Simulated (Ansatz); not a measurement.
# Be: pressure up to the limit of the methods

An exercise on one series of results from a longer session: the logs are not shown, and one member is left open.

Program: Ansatz 0.2.0. Level of theory: DFT, PBEsol, PAW with Ansatz's default frozen-core files, scalar-relativistic. These are calculated values, not measurements.

2 further runs of the same task are left out: 2 that didn't finish. Runs told in other sessions of the task aren't counted.

## The structure to begin with

The structure is cubic, space group Fm-3m (No. 225). The conventional cell has a = 3.153 Å, b = 3.153 Å, c = 3.153 Å, α = 90.00°, β = 90.00°, γ = 90.00°. Be (site symmetry m-3m) has 12 Be at 2.23 Å in its first shell of neighbours.

As a file:

```
Be
1.0
     0.00000    1.57668    1.57668
     1.57668    0.00000    1.57668
     1.57668    1.57668    0.00000
Be
1
Direct
  0.00000 0.00000 0.00000
```

Whether this phase is the stable one at these pressures isn't tested.

The first run:

Input file input.yaml:

```yaml
crystal:
  lattice:
    - [0.0, 1.5766799912, 1.5766799912]
    - [1.5766799912, 0.0, 1.5766799912]
    - [1.5766799912, 1.5766799912, 0.0]
  atoms:
    - { symbol: Be, position: [0.0, 0.0, 0.0] }
kpoints:
  mp_grid: { grid: [23, 23, 23] }
scf:
  occupations: { method: fermi_dirac, width: 0.05 }
hamiltonian:
  xc: pbesol
  pseudopotentials: { kind: paw }
output:
  forces: true
  stress: true
relax:
  f_tol: 0.005
  max_steps: 40
  cell: {}
```

Run with:

```console
$ ansatz run input.yaml --threads 1 --pin off --max-ram 2048MiB --backend cpu --events-out ev --progress --plain --runs-dir out
```

Steps of the session up to this table: Cell relaxed at zero pressure, PAW; Volume scaled by 1, PAW; Volume scaled by 0.95, PAW; Volume scaled by 0.85, PAW; Volume scaled by 0.75, PAW; Volume scaled by 0.65, PAW; Volume scaled by 0.55, PAW; Volume scaled by 0.45, PAW; Volume scaled by 0.4, PAW; Volume scaled by 0.4, PAW (cutoff 1000 eV).

One of the session's tables, all rows but one given; the rest of the session is left out.

```
              method  volume over the first  volume (Å³/atom)  pressure (GPa)
                 PAW                      1             7.793            0.00
                 PAW                   0.95             7.403            6.84
                 PAW                   0.85             6.624           26.31
                 PAW                   0.75             5.844           57.37
                 PAW                   0.65             5.065          108.81
                 PAW                   0.55                 ?               ?
                 PAW                   0.45             3.507          369.51
                 PAW                    0.4             3.117          514.63
PAW (cutoff 1000 eV)                    0.4             3.117          514.58
```

Estimate the missing values for PAW, 0.55.

As computed: volume (Å³/atom): 4.286; pressure (GPa): 198.86. In the column «volume (Å³/atom)» it lies between PAW, 0.45 (3.507) and PAW, 0.65 (5.065).

Caveats from the session: At pressures up to 515 GPa the PAW spheres may overlap and frozen cores may not hold, so those PAW values are rough without an all-electron check.
